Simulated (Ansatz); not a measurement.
# TiOs: substituted relatives

The task here is to estimate one member of a computed series from the others.

Computed with Ansatz 0.2.0 (DFT r2SCAN, scalar-relativistic, plane waves, PAW, unless a step's input says otherwise).

1 further run of the same task is left out (set aside as unsound or not needed). Runs told in other sessions of the task aren't counted.

### The structure to begin with

Symmetry: Pm-3m, No. 221, cubic system. The conventional cell has a = 3.081 Å, b = 3.081 Å, c = 3.081 Å, α = 90.00°, β = 90.00°, γ = 90.00°. Ti (site symmetry m-3m) has 8 Os at 2.67 Å in its first shell of neighbours. Around Os (site symmetry m-3m) lie 8 Ti at 2.67 Å.

As a file:

```
Ti Os
1.0
     3.08092    0.00000    0.00000
     0.00000    3.08092    0.00000
     0.00000    0.00000    3.08092
Ti Os
1 1
Direct
  0.50000 0.50000 0.50000
  0.00000 0.00000 0.00000
```

This cell was relaxed beforehand with the same method: volume 14.62 Å³/atom, gap on the mesh none (metal).

Set-up of the first run:

The input, input.yaml:

```yaml
crystal:
  lattice:
    - [3.1849251272, 0.0, 0.0]
    - [0.0, 3.1849251272, 0.0]
    - [0.0, 0.0, 3.1849251272]
  atoms:
    - { symbol: Hf, position: [0.5, 0.5, 0.5] }
    - { symbol: Os, position: [0.0, 0.0, 0.0] }
basis:
  ecutwfc: 500
kpoints:
  mp_grid: { grid: [6, 6, 6] }
hamiltonian:
  xc: r2scan
scf:
  occupations: { method: gaussian, width: 0.1 }
output:
  forces: true
  stress: true
  eigenvalues: true
```

Command:

```console
ansatz run input.yaml --threads 1 --pin off --max-ram 2560MiB --backend cpu --events-out ev --progress --plain --runs-dir out
```

Among the steps run: Quick check of gap, pressure and forces (HfOs); A loose first relaxation (HfOs); The relaxation (HfOs); Quick check of gap, pressure and forces (ZrOs); A loose first relaxation (ZrOs); Full relaxation (ZrOs).

One table of the session follows, with a row left open; its other results are not shown here.

It belongs to the step «The crystals compared». Lengths are those of the vectors of the cell that was run:

```
            swap  volume (Å³/atom)  a (Å)  b (Å)  c (Å)
            none             14.62  3.081  3.081  3.081
         Ti → Sn             16.76  3.224  3.224  3.224
Os → Ir, Ti → Sc             16.57  3.212  3.212  3.212
         Ti → Hf             17.07  3.244  3.244  3.244
         Ti → Zr                 ?      ?      ?      ?
```

Q: Estimate the row for Ti → Zr from the others.

**Answer.** volume (Å³/atom): 17.53; a (Å): 3.273; b (Å): 3.273; c (Å): 3.273. In the column «volume (Å³/atom)» it is the highest.

Lengths are those of the computed cell. Rows of earlier swaps come from the sessions before.
